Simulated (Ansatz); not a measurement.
**FGaH₂S₂: how energies converge with the basis set**

An exercise on one series of results from a longer session: the logs are not shown, and one member is left open.

Method: one geometry, several basis sets; program: Ansatz 0.2.0, Gaussian basis.

The runs, in order: PBE0-D4/def2-SVP; ωB97M-V/def2-SVP; PBE0-D4/def2-QZVPP; ωB97M-V/def2-QZVPP; the functionals' def2-TZVPP values are taken from earlier runs.

## Structure used throughout

An earlier PBE0-D4 in a triple-zeta def2 set relaxation fixed the geometry.

SMILES `[F][Ga]([SH])[SH]`, 6 atoms, charge 0, spin multiplicity 1.

Atoms are counted from 1 here; the program's logs count them from 0.

Bond lengths: F1–Ga2 1.750 Å, Ga2–S3 2.182 Å, Ga2–S4 2.179 Å, S3–H5 1.345 Å, S4–H6 1.344 Å. Angles: F1–Ga2–S3 116.5°, F1–Ga2–S4 116.1°, S3–Ga2–S4 127.4°, Ga2–S3–H5 91.7°, Ga2–S4–H6 92.8°.

The first run:

Input file in.yaml:

```yaml
crystal:
  periodic: [false, false, false]
  atoms:
    - {symbol: F, position_ang: [-0.626029, -1.922445, 0.638851]}
    - {symbol: Ga, position_ang: [-0.261857, -0.306596, 0.073455]}
    - {symbol: S, position_ang: [1.824088, 0.322710, 0.197267]}
    - {symbol: S, position_ang: [-1.949505, 0.850235, -0.676120]}
    - {symbol: H, position_ang: [2.192452, -0.860328, 0.720543]}
    - {symbol: H, position_ang: [-1.179148, 1.916424, -0.953997]}
basis:
  gaussian: {orbitals: def2-SVP}
hamiltonian: {xc: pbe0, dispersion: d4}
output: {orbitals: {seedname: orbitals}}
```

On the command line:

```sh
$ ansatz run in.yaml --threads 4 --pin off --events-out ev --progress --plain --max-ram 10444MiB
```

Steps of the session up to this table: PBE0-D4 in def2-SVP; ωB97M-V in def2-SVP; PBE0-D4 in def2-QZVPP; ωB97M-V in def2-QZVPP.

One table of the session follows, with a row left open; its other results are not shown here.

It belongs to the step «Functionals by basis». 

```
functional       basis  HOMO (eV)
   PBE0-D4    def2-SVP      -7.84
   PBE0-D4  def2-TZVPP      -7.97
   PBE0-D4  def2-QZVPP      -8.00
   ωB97M-V    def2-SVP      -9.96
   ωB97M-V  def2-TZVPP     -10.13
   ωB97M-V  def2-QZVPP          ?
```

Q: Estimate the row for ωB97M-V, def2-QZVPP from the others.

The run gave: HOMO (eV): -10.17. In the column «HOMO (eV)» it is the lowest.
